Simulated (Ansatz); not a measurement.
# GaBr+ (doublet): wave-function methods side by side at distance Ga1–Br2 = 3.134 Å, cc-pVTZ

One table from this session's results is given with a row withheld; the runs are named, their logs left out.

Method: cc-pVTZ, core rule «outside noble gas», up to 28 orbitals frozen; program: Ansatz 0.2.0, Gaussian basis.

Plan: UHF; CCSD(T) on ROHF; CCSD(T) on UHF; BCCD(T) on ROHF; CISD; CCSDT(Q) on ROHF; CCSDT(Q) on UHF; CASSCF and NEVPT2, 3 electrons in 3 orbitals; CASSCF and MRCISD+Q, 9 electrons in 8 orbitals; CASSCF and NEVPT2, 9 electrons in 8 orbitals.

18 further runs of the same task are left out: 6 for a known fault of the program, 9 that didn't finish, 3 set aside as unsound or not needed.

### What is computed

The geometry derives from a PBE0/def2-TZVP stationary point (not a proven minimum). One bond is set to the value named and the two fragments are kept rigid. No spin-orbit coupling is included. The filled d shell of Ga, Br may be among the frozen orbitals whatever the setting's name suggests; the logs give the count.

2 atoms, charge 1, spin multiplicity 2.

Atoms are counted from 1 here; the program's logs count them from 0.

No contacts short enough for the rule that draws bonds.

Coordinates:

```xyz
2
BrGa
Ga    0.0000    0.0000    0.0000
Br    0.0000    0.0000    3.1340
```

The first run:

The input, in.yaml:

```yaml
crystal:
  periodic: [false, false, false]
  atoms:
    - {symbol: Ga, position_ang: [0.000000, 0.000000, 0.000000]}
    - {symbol: Br, position_ang: [0.000000, 0.000000, 3.134000]}
basis:
  gaussian: {orbitals: cc-pVTZ}
total_charge: 1
magnetization: {spin_polarized: true, initial_magnetization: 1}
hamiltonian: {xc: hf}
output: {orbitals: {seedname: orbitals}}
```

The run is started by

```console
ansatz run in.yaml --threads 1 --pin off --events-out ev --progress --plain --max-ram 2393MiB
```

Steps of the session up to this table: UHF; CCSD(T) on ROHF; CCSD(T) on UHF; BCCD(T) on ROHF; CISD; CCSDT(Q) on ROHF; CCSDT(Q) on UHF; CASSCF and NEVPT2, 3 electrons in 3 orbitals; CASSCF and MRCISD+Q, 9 electrons in 8 orbitals; CASSCF and NEVPT2, 9 electrons in 8 orbitals.

One table of the session follows, with a row left open; its other results are not shown here.

It belongs to the step «Misses and costs». 

| method | from UCCSDT(Q) (meV) |
| --- | --- |
| ROHF | +5584.9 |
| UHF | +5450.5 |
| RMP2 | +959.9 |
| UMP2 | +979.1 |
| CISD | +538.6 |
| RCCSD | +176.9 |
| UCCSD | +170.8 |
| RCCSD(T) | +25.6 |
| UCCSD(T) | ? |
| BCCD(T) | +25.6 |
| RCCSDT | +7.7 |
| UCCSDT | +4.6 |
| RCCSDT(Q) | +3.0 |
| UCCSDT(Q) | 0 |
| CASSCF valence | +4632.0 |
| NEVPT2 valence | +1129.9 |
| MRCISD valence | +341.9 |
| MRCISD+Q valence | +45.6 |

Estimate the missing values for UCCSD(T).

**Answer.** from UCCSDT(Q) (meV): +23.1. In the column «from UCCSDT(Q) (meV)» it lies between RCCSDT (+7.7) and RCCSD(T) (+25.6).

Left out of the table: CASSCF pair, NEVPT2 pair (the active space lost an orbital or holds another state than full CI finds).

To keep in mind: Restricted and unrestricted rows rest on different reference determinants; where their highest levels disagree by more than a few hundredths of an eV, they describe different states and don't form one ladder. Warnings in the runs' records: passed over end.
